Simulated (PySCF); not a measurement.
**V+: excitation energy in dyall-av2z**

Each state of vanadium is computed at each level; their differences give the excitation energy. How far do the methods differ?

Program: PySCF 2.14.0. Level of theory: unrestricted determinants in a Gaussian basis, no spin-orbit coupling in the energies. These are calculated values, not measurements, unless marked.

### 1 The system

| Property | Result |
| --- | --- |
| Element | vanadium (Z = 23) |
| Basis | dyall-av2z (16s12p7d2f, 101 functions) |
| Hamiltonian | no relativity, point nucleus |
| State 1 | V+: [Ar] 3d3 4s1, high-spin 5F determinant (an excited configuration) |
| Needed too, but not shown | V+ [Ar] 3d4 (5D) |
| Methods | UHF, LDA, PBE, PBE0, r2SCAN, B2PLYP, LC-wPBE, PBEsol, HSE06, MP2 |
| Core shells frozen in the correlated runs | valence: [Ar] (for V+) |

The outer shells:

V+ [Ar] 3d3 4s1
```
[Ar] core
3d [↑ ][↑ ][↑ ][  ][  ]
4s [↑ ]
```

The runs were made by one driver on top of PySCF. The scripts below sum up each run's settings (the driver also hands on starting orbitals that pick excited configurations, and frozen orbitals as a list rather than a count), and the logs come from the driver's own runs. The driver starts from symmetry-adapted Hartree-Fock orbitals, holds the occupation by maximum overlap and uses a logarithmic radial grid for functionals, so a plain start would take other cycles.

The integrals over 101 functions and the set-up took 0.6 s of CPU time.

### 2 V+ [Ar] 3d3 4s1, method by method

Level: UHF.

The input, input.py:

```python
from pyscf import gto, scf, dft, mp, cc
import basis_set_exchange as bse
mol = gto.M(atom="V 0 0 0", charge=1, spin=4, symmetry="D2h",
            basis=gto.basis.parse(bse.get_basis("dyall-av2z", elements=["V"], fmt="nwchem")))
mf = scf.UHF(mol)
mf.irrep_nelec = {'Ag': (4, 3), 'B1g': (1, 0), 'B2g': (1, 0), 'B3g': (1, 0), 'B1u': (2, 2), 'B2u': (2, 2), 'B3u': (2, 2)}
mf.kernel()
```

Level: LDA.

input.py differs from the last one in:

```diff
@@ -4,3 +4,3 @@
             basis=gto.basis.parse(bse.get_basis("dyall-av2z", elements=["V"], fmt="nwchem")))
-mf = scf.UHF(mol)
+mf = dft.UKS(mol, xc="LDA,VWN")
 mf.irrep_nelec = {'Ag': (4, 3), 'B1g': (1, 0), 'B2g': (1, 0), 'B3g': (1, 0), 'B1u': (2, 2), 'B2u': (2, 2), 'B3u': (2, 2)}
```

Level: PBE.

input.py differs from the last one in:

```diff
@@ -4,3 +4,3 @@
             basis=gto.basis.parse(bse.get_basis("dyall-av2z", elements=["V"], fmt="nwchem")))
-mf = dft.UKS(mol, xc="LDA,VWN")
+mf = dft.UKS(mol, xc="PBE")
 mf.irrep_nelec = {'Ag': (4, 3), 'B1g': (1, 0), 'B2g': (1, 0), 'B3g': (1, 0), 'B1u': (2, 2), 'B2u': (2, 2), 'B3u': (2, 2)}
```

Level: PBE0.

input.py differs from the last one in:

```diff
@@ -4,3 +4,3 @@
             basis=gto.basis.parse(bse.get_basis("dyall-av2z", elements=["V"], fmt="nwchem")))
-mf = dft.UKS(mol, xc="PBE")
+mf = dft.UKS(mol, xc="PBE0")
 mf.irrep_nelec = {'Ag': (4, 3), 'B1g': (1, 0), 'B2g': (1, 0), 'B3g': (1, 0), 'B1u': (2, 2), 'B2u': (2, 2), 'B3u': (2, 2)}
```

Level: r2SCAN.

input.py differs from the last one in:

```diff
@@ -4,3 +4,3 @@
             basis=gto.basis.parse(bse.get_basis("dyall-av2z", elements=["V"], fmt="nwchem")))
-mf = dft.UKS(mol, xc="PBE0")
+mf = dft.UKS(mol, xc="R2SCAN")
 mf.irrep_nelec = {'Ag': (4, 3), 'B1g': (1, 0), 'B2g': (1, 0), 'B3g': (1, 0), 'B1u': (2, 2), 'B2u': (2, 2), 'B3u': (2, 2)}
```

Level: B2PLYP.

input.py differs from the last one in:

```diff
@@ -4,3 +4,3 @@
             basis=gto.basis.parse(bse.get_basis("dyall-av2z", elements=["V"], fmt="nwchem")))
-mf = dft.UKS(mol, xc="R2SCAN")
+mf = dft.UKS(mol, xc="0.53*HF + 0.47*B88, 0.73*LYP")
 mf.irrep_nelec = {'Ag': (4, 3), 'B1g': (1, 0), 'B2g': (1, 0), 'B3g': (1, 0), 'B1u': (2, 2), 'B2u': (2, 2), 'B3u': (2, 2)}
```

Level: LC-wPBE.

```python
from pyscf import gto, scf, dft, mp, cc
import basis_set_exchange as bse
mol = gto.M(atom="V 0 0 0", charge=1, spin=4, symmetry="D2h",
            basis=gto.basis.parse(bse.get_basis("dyall-av2z", elements=["V"], fmt="nwchem")))
mf = dft.UKS(mol, xc="LC_WPBE")
mf.irrep_nelec = {'Ag': (4, 3), 'B1g': (1, 0), 'B2g': (1, 0), 'B3g': (1, 0), 'B1u': (2, 2), 'B2u': (2, 2), 'B3u': (2, 2)}
mf.kernel()
```

Level: PBEsol.

input.py differs from the last one in:

```diff
@@ -4,3 +4,3 @@
             basis=gto.basis.parse(bse.get_basis("dyall-av2z", elements=["V"], fmt="nwchem")))
-mf = dft.UKS(mol, xc="LC_WPBE")
+mf = dft.UKS(mol, xc="PBEsol")
 mf.irrep_nelec = {'Ag': (4, 3), 'B1g': (1, 0), 'B2g': (1, 0), 'B3g': (1, 0), 'B1u': (2, 2), 'B2u': (2, 2), 'B3u': (2, 2)}
```

Level: HSE06.

input.py differs from the last one in:

```diff
@@ -4,3 +4,3 @@
             basis=gto.basis.parse(bse.get_basis("dyall-av2z", elements=["V"], fmt="nwchem")))
-mf = dft.UKS(mol, xc="PBEsol")
+mf = dft.UKS(mol, xc="HSE06")
 mf.irrep_nelec = {'Ag': (4, 3), 'B1g': (1, 0), 'B2g': (1, 0), 'B3g': (1, 0), 'B1u': (2, 2), 'B2u': (2, 2), 'B3u': (2, 2)}
```

### 3 V+ [Ar] 3d3 4s1, continued

Level: MP2 (valence).

Edit input.py of step 2 so:

```diff
@@ -4,4 +4,5 @@
             basis=gto.basis.parse(bse.get_basis("dyall-av2z", elements=["V"], fmt="nwchem")))
-mf = dft.UKS(mol, xc="HSE06")
+mf = scf.UHF(mol)
 mf.irrep_nelec = {'Ag': (4, 3), 'B1g': (1, 0), 'B2g': (1, 0), 'B3g': (1, 0), 'B1u': (2, 2), 'B2u': (2, 2), 'B3u': (2, 2)}
 mf.kernel()
+mp.UMP2(mf, frozen=9).kernel()
```

Q: Predict the outcome of this session.

The runs gave:

| quantity | value |
| --- | --- |
| excitation energy, V+ → [Ar] 3d3 4s1 | UHF -0.223, MP2 (valence) 0.240 eV; reference 0.337 |

Each level's miss (mean over 1 difference):

```
           method  mean absolute miss against the measured value (with the measured fine structure taken into account where it is known) (eV)
              UHF                                                                                                                       0.560
              LDA                                                                                                                       0.589
              PBE                                                                                                                       0.406
             PBE0                                                                                                                       0.315
           B2PLYP                                                                                                                       0.081
          LC-wPBE                                                                                                                       0.621
           PBEsol                                                                                                                       0.519
            HSE06                                                                                                                       0.263
    MP2 (valence)                                                                                                                       0.097
SCS-MP2 (valence)                                                                                                                       0.406
```

In words: B2PLYP lands nearest to the measured value (off by 0.08 eV), level with MP2 (valence); LC-wPBE misses by most (0.62 eV). PBE is off by +0.41 eV. All values hold for this basis alone; no basis-set limit was taken.
